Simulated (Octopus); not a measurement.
# Sn3Se (Fm-3m) in Octopus: reference runs

Reference runs on Sn3Se: the cell as given.

All numbers are computed with Octopus 16.4; they aren't measurements. Logs are shortened: lines on timing, memory, paths and dates and some standing lists are left out, and cuts for length are marked.

## (1) The crystal as given

Symmetry: Fm-3m, No. 225, cubic system. The conventional cell has a = 7.466 Å, b = 7.466 Å, c = 7.466 Å, α = 90.00°, β = 90.00°, γ = 90.00°. Sn (site symmetry m-3m) is surrounded by 8 Sn at 3.23 Å. Sn (site symmetry -43m) is surrounded by 4 Sn at 3.23 Å and 4 Se at 3.23 Å. Se (site symmetry m-3m) is surrounded by 8 Sn at 3.23 Å.

The cell comes from a database or a generator and needn't be the stable form of this composition.

## (2) Single point, PBEsol

inp reads:

```
CalculationMode = gs
UnitsOutput = eV_Angstrom
PeriodicDimensions = 3
ExperimentalFeatures = yes
PseudopotentialSet = pseudodojo_pbesol
%LatticeParameters
 1*angstrom | 1*angstrom | 1*angstrom
%
%LatticeVectors
 0 | 3.733138 | 3.733138
 3.733138 | 0 | 3.733138
 3.733138 | 3.733138 | 0
%
%ReducedCoordinates
 "Sn" | 0.5 | 0.5 | 0.5
 "Sn" | 0.75 | 0.75 | 0.75
 "Sn" | 0.25 | 0.25 | 0.25
 "Se" | 0 | 0 | 0
%
%Spacing
 0.13198636*angstrom | 0.13198636*angstrom | 0.13198636*angstrom
%
DerivativesOrder = 8
%KPointsGrid
 6 | 6 | 6
%
KPointsUseSymmetries = yes
XCFunctional = gga_x_pbe_sol + gga_c_pbe_sol
SmearingFunction = fermi_dirac
Smearing = 0.05*eV
ExtraStates = 8
Eigensolver = chebyshev_filter
ConvRelDens = 3e-7
MaximumIter = 120
```

Potentials or basis: pseudodojo_pbesol (PseudoDojo 0.4, PBEsol).

The run is started by

```console
$ OMP_NUM_THREADS=1 octopus > out.log
```

out.log:

```text
Running octopus

[... 13 lines left out ...]

Input: [AllElectronType = no]
Input: [PseudopotentialSet = pseudodojo_pbesol]
Reading Coordinates from ReducedCoordinates block

****************************** Species *******************************
  Species 'Sn'
    type             : pseudopotential
    file             : 'Sn.upf'
    file format      : UPF2
    valence charge   : 14.0
    atomic number    :  50
    form on file     : kleinman-bylander
    lmax             : 2
    llocal           : -1
    projectors per l : 2
    total projectors : 6
    application form : kleinman-bylander
    orbitals         :  9
    bound orbitals   :  9

  Species 'Se'
    type             : pseudopotential
    file             : 'Se.upf'
    file format      : UPF2
    valence charge   : 16.0
    atomic number    :  34
    form on file     : kleinman-bylander
    lmax             : 2
    llocal           : -1
    projectors per l : 2
    total projectors : 6
    application form : kleinman-bylander
    orbitals         :  9
    bound orbitals   :  9

**********************************************************************

***************************** Symmetries *****************************
Space group No.  225
International: Fm-3m
Schoenflies: Oh^5
Info: The system has    48 symmorphic symmetries that can be used.
[... 291 lines left out ...]
Orthogonalizing wavefunctions.
Info: Ground-state restart information will be written to 'restart/gs'.
Info: SCF using complex wavefunctions.
Info: Starting SCF iteration.

** Warning:
**   Symmetrization discrepancy ratio (scalar) =  1.80657E-03

*********************** SCF CYCLE ITER #    1 ************************
 etot  = -9.71158210E+03 abs_ev   =  2.05E+02 rel_ev   =  2.28E-01
 ediff =        3.57E+02 abs_dens =  1.40E+00 rel_dens =  2.41E-02
Matrix vector products: 400
Converged eigenvectors: 0

#  State  KPoint  Eigenvalue [eV]  Occupation    Error
      1       1      -42.974598    2.000000   ( 4.1E-07)
      1       2      -42.974598    2.000000   ( 4.6E-06)
      1       3      -42.974598    2.000000   ( 8.0E-06)
      1       4      -42.974597    2.000000   ( 8.1E-06)
      1       5      -42.974597    2.000000   ( 1.2E-05)
      1       6      -42.974597    2.000000   ( 1.4E-05)
      1      10      -42.974597    2.000000   ( 2.0E-05)
      1       7      -42.974596    2.000000   ( 1.7E-05)
[... 23 lines left out ...]
     37       4       16.533806    0.000000   ( 2.5E-01)
     37       5       17.425876    0.000000   ( 2.4E-01)
     37      12       17.662085    0.000000   ( 2.1E-01)
     37       1       17.876536    0.000000   ( 3.1E-01)
     37       6       18.221947    0.000000   ( 2.3E-01)
     37       3       18.656848    0.000000   ( 3.1E-01)
     37      10       18.733507    0.000000   ( 2.4E-01)
     37       2       18.956044    0.000000   ( 2.5E-01)

Density of states:

------------------------------%---------------------------------------
------------------------------%---------------------------------------
------------------------------%%--------------------------------------
------------------------------%%--------------------------------------
%-----------------------------%%--------------------------------------
%-----------------------------%%--------------------------------------
%-----------------------------%%--------------------------------------
%-----------------------------%%--------------------------------------
%-----------------------------%%------------------%--------%----------
%-----------------------------%%-------%----%-%%%%%%%%%%%%%%%---------
                                                      ^

Fermi energy =     5.181526 eV

**********************************************************************

*********************** SCF CYCLE ITER #    2 ************************
 etot  = -9.69769489E+03 abs_ev   =  9.33E-01 rel_ev   =  1.04E-03
 ediff =        5.10E-01 abs_dens =  6.31E-01 rel_dens =  1.09E-02
Matrix vector products: 400
Converged eigenvectors: 0
[... 151 lines left out ...]
*********************** SCF CYCLE ITER #   15 ************************
 etot  = -9.71455027E+03 abs_ev   =  3.62E-04 rel_ev   =  3.99E-07
 ediff =        1.81E-05 abs_dens =  5.08E-06 rel_dens =  8.76E-08
Matrix vector products: 400
Converged eigenvectors: 9

#  State  KPoint  Eigenvalue [eV]  Occupation    Error
      1      16      -42.532662    2.000000   ( 3.6E-08)
      1      10      -42.532662    2.000000   ( 3.6E-08)
      1       3      -42.532661    2.000000   ( 3.6E-08)
      1       1      -42.532661    2.000000   ( 3.9E-08)
      2       1      -42.532661    2.000000   ( 3.8E-08)
      1       5      -42.532661    2.000000   ( 3.8E-08)
      1       2      -42.532661    2.000000   ( 3.5E-08)
      1       6      -42.532661    2.000000   ( 3.6E-08)
[... 23 lines left out ...]
     37       6       12.117969    0.000000   ( 2.5E-02)
     37      15       12.557545    0.000000   ( 2.0E-02)
     37      14       12.856600    0.000000   ( 2.9E-02)
     37       7       13.183539    0.000000   ( 3.0E-02)
     37      11       13.362083    0.000000   ( 1.8E-02)
     37       8       13.594406    0.000000   ( 2.2E-02)
     37      13       13.673991    0.000000   ( 1.9E-02)
     37      12       14.285020    0.000000   ( 1.7E-02)

Density of states:

--------------------------------%-------------------------------------
--------------------------------%-------------------------------------
--------------------------------%-------------------------------------
--------------------------------%-------------------------------------
--------------------------------%-------------------------------------
--------------------------------%-------------------------------------
--------------------------------%-------------------------------------
%-------------------------------%-------------------------------------
%-------------------------------%-------------------------------------
%-------------------------------%---------------------%-%%%%%%%%%-----
                                                          ^

Fermi energy =     5.183830 eV

**********************************************************************

Info: SCF converged in   15 iterations

** Warning:
**   Some of the states are not fully converged!

Info: Number of matrix-vector products:       6000
Info: Finished writing information to 'restart/gs'.

Octopus emitted 19 warnings.
```

It took 13 min on 1 thread of Arm Neoverse V2, shared host; peak memory 1.6 GiB.

What came out:

```yaml
Free_energy: -9714.5819 eV
Band_gap_on_the_k_mesh: none (metal or under the smearing width)
```

Levels at points of the mesh, in eV from the Fermi level:
```tsv
k point	band 26	band 27	band 28	band 29	band 30	band 31	band 32	band 33
(0.00, 0.00, 0.00)	-2.86	-2.86	-1.31	-1.31	-1.31	-0.54	-0.54	-0.54
(0.50, 0.00, 0.00)	-3.36	-2.16	-2.16	-0.86	0.34	2.09	2.10	3.51
(0.50, 0.50, 0.00)	-4.81	-0.33	0.47	0.47	0.95	2.74	2.74	3.25
```
